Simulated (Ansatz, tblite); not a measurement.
# Tetraphenylsilane (C24H20Si): one state, many levels

An exercise on one series of results from a longer session: the logs are not shown, and one member is left open.

The runs use Ansatz 0.2.0, Gaussian basis; as each input shows.

The runs, in order: GFN1-xTB, GFN2-xTB, PBE-D4/def2-TZVP, r2SCAN-D4/def2-TZVP, r2SCANh-D4/def2-TZVP, LDA/def2-TZVP, B3LYP-D4/def2-TZVP, PBE-D4/def2-SVP, PBE0-D4/def2-SVP, HF/STO-3G, HF/6-31G, B3LYP-D4/6-31G, MP2/def2-SVP, RPA/def2-SVP.

## The geometry

The geometry is that of the singlet, from an earlier relaxation (PBE-D4/def2-SVP).

SMILES `c1ccc([Si](c2ccccc2)(c2ccccc2)c2ccccc2)cc1`, 45 atoms, charge 0, spin multiplicity 1.

Bond lengths: C1–C2 1.404 Å, C1–C25 1.404 Å, C1–H26 1.101 Å, C2–C3 1.404 Å, C2–H27 1.101 Å, C3–C4 1.412 Å, C3–H28 1.102 Å, C4–Si5 1.892 Å, C4–C24 1.415 Å, Si5–C6 1.892 Å, Si5–C12 1.892 Å, Si5–C18 1.893 Å, C6–C7 1.412 Å, C6–C11 1.415 Å, C7–C8 1.404 Å, C7–H29 1.102 Å, C8–C9 1.404 Å, C8–H30 1.101 Å and more. Angles: C2–C1–C25 119.8°, C2–C1–H26 120.1°, C25–C1–H26 120.1°, C1–C2–C3 120.1°, C1–C2–H27 120.0°, C3–C2–H27 119.9°, C2–C3–C4 121.0°, C2–C3–H28 119.4°, C4–C3–H28 119.7°, C3–C4–Si5 122.1°, C3–C4–C24 118.1°, Si5–C4–C24 119.8°, C4–Si5–C6 110.1°, C4–Si5–C12 108.2°, C4–Si5–C18 110.1°, C6–Si5–C12 110.1°, C6–Si5–C18 108.3°, C12–Si5–C18 110.1° and more.

PBE0-D4/def2-TZVP was run before; its log isn't repeated, and its numbers join the tables.

Set-up of the first run:

Tight binding, by tblite at 300 K electronic temperature and without a spin-polarisation term:

```python
tblite.interface.Calculator('GFN1-xTB', numbers, positions, charge=0, uhf=0).singlepoint()
```

Tight binding, by tblite at 300 K electronic temperature and without a spin-polarisation term:

```python
tblite.interface.Calculator('GFN2-xTB', numbers, positions, charge=0, uhf=0).singlepoint()
```

start.molden holds the orbitals of an earlier run on this state, given as this run's starting guess.

Input file in.yaml:

```yaml
crystal:
  periodic: [false, false, false]
  atoms:
    - {symbol: C, position_ang: [4.435544, -1.521810, 0.581527]}
    - {symbol: C, position_ang: [3.403591, -2.450584, 0.374368]}
    - {symbol: C, position_ang: [2.084200, -2.007289, 0.190495]}
    - {symbol: C, position_ang: [1.770905, -0.630433, 0.208324]}
    - {symbol: Si, position_ang: [-0.001161, -0.000214, -0.000481]}
    - {symbol: C, position_ang: [-0.731394, 0.455273, 1.684841]}
    - {symbol: C, position_ang: [0.081445, 0.687102, 2.816126]}
    - {symbol: C, position_ang: [-0.483007, 1.049109, 4.049609]}
    - {symbol: C, position_ang: [-1.874469, 1.187388, 4.173133]}
    - {symbol: C, position_ang: [-2.699696, 0.959246, 3.059944]}
    - {symbol: C, position_ang: [-2.131721, 0.593381, 1.829877]}
    - {symbol: C, position_ang: [0.040399, 1.522401, -1.123391]}
    - {symbol: C, position_ang: [0.862501, 1.523572, -2.274516]}
    - {symbol: C, position_ang: [0.893558, 2.626974, -3.141107]}
    - {symbol: C, position_ang: [0.105017, 3.756242, -2.866945]}
    - {symbol: C, position_ang: [-0.713019, 3.775218, -1.726325]}
    - {symbol: C, position_ang: [-0.744251, 2.667531, -0.864164]}
    - {symbol: C, position_ang: [-1.083332, -1.347939, -0.771408]}
    - {symbol: C, position_ang: [-1.420534, -1.345425, -2.142766]}
    - {symbol: C, position_ang: [-2.203531, -2.370831, -2.696421]}
    - {symbol: C, position_ang: [-2.663151, -3.420803, -1.886017]}
    - {symbol: C, position_ang: [-2.339781, -3.440173, -0.519549]}
    - {symbol: C, position_ang: [-1.560467, -2.410963, 0.030797]}
    - {symbol: C, position_ang: [2.824695, 0.291002, 0.411868]}
    - {symbol: C, position_ang: [4.144193, -0.148125, 0.600685]}
    - {symbol: H, position_ang: [5.471037, -1.868430, 0.722784]}
    - {symbol: H, position_ang: [3.628287, -3.528252, 0.350805]}
    - {symbol: H, position_ang: [1.284428, -2.746601, 0.021887]}
    - {symbol: H, position_ang: [1.174719, 0.574759, 2.734227]}
    - {symbol: H, position_ang: [0.167557, 1.219532, 4.921484]}
    - {symbol: H, position_ang: [-2.318285, 1.467986, 5.140954]}
    - {symbol: H, position_ang: [-3.792265, 1.060905, 3.152481]}
    - {symbol: H, position_ang: [-2.792397, 0.403061, 0.968180]}
    - {symbol: H, position_ang: [1.497421, 0.649652, -2.494309]}
    - {symbol: H, position_ang: [1.540990, 2.608562, -4.031660]}
    - {symbol: H, position_ang: [0.133015, 4.625916, -3.541660]}
    - {symbol: H, position_ang: [-1.327600, 4.661225, -1.503337]}
    - {symbol: H, position_ang: [-1.385311, 2.697980, 0.031780]}
    - {symbol: H, position_ang: [-1.071820, -0.523263, -2.788514]}
    - {symbol: H, position_ang: [-2.460763, -2.347186, -3.766784]}
    - {symbol: H, position_ang: [-3.280114, -4.223644, -2.318637]}
    - {symbol: H, position_ang: [-2.702288, -4.258421, 0.122041]}
    - {symbol: H, position_ang: [-1.326483, -2.431594, 1.107854]}
    - {symbol: H, position_ang: [2.612768, 1.372793, 0.414350]}
    - {symbol: H, position_ang: [4.950569, 0.585192, 0.757574]}
basis:
  gaussian: {orbitals: def2-TZVP, fitting: {mean_field: def2-universal-jkfit}, initial_orbitals: start.molden}
hamiltonian: {xc: pbe, dispersion: d4}
scf: {omitted_lower_state_checks: [starts]}
output: {orbitals: {seedname: orbitals}}
```

On the command line:

```
$ ansatz run in.yaml --threads 2 --pin off --events-out ev --progress --plain --max-ram 32768MiB --backend cuda --devices 0, --max-vram 18GiB
```

Among the steps run: PBE-D4/def2-TZVP; r2SCAN-D4/def2-TZVP; r2SCANh-D4/def2-TZVP; LDA/def2-TZVP; B3LYP-D4/def2-TZVP; PBE-D4/def2-SVP; PBE0-D4/def2-SVP; HF/STO-3G; HF/6-31G; B3LYP-D4/6-31G; MP2/def2-SVP; RPA/def2-SVP.

One of the session's tables, all rows but one given; the rest of the session is left out.

It belongs to the step «Binding energy». 

| level | binding an atom (eV) |
| --- | --- |
| HF/STO-3G | 4.466 |
| HF/6-31G | 3.636 |
| HF/def2-SVP | 3.906 |
| LDA/def2-TZVP | 5.942 |
| PBE-D4/def2-SVP | 5.421 |
| PBE-D4/def2-TZVP | ? |
| r2SCAN-D4/def2-TZVP | 5.189 |
| r2SCANh-D4/def2-TZVP | 5.156 |
| B3LYP-D4/6-31G | 5.063 |
| B3LYP-D4/def2-TZVP | 5.156 |
| PBE0-D4/def2-SVP | 5.321 |
| PBE0-D4/def2-TZVP | 5.242 |
| MP2/def2-SVP | 5.097 |

**Question.** Estimate the row for PBE-D4/def2-TZVP.

The run gave: binding an atom (eV): 5.347. In the column «binding an atom (eV)» it lies between PBE0-D4/def2-SVP (5.321) and PBE-D4/def2-SVP (5.421).

Caveats from the session: Free atoms were run apart at each level; binding is atoms less cluster, divided by the number of atoms, without zero-point or spin-orbit terms.
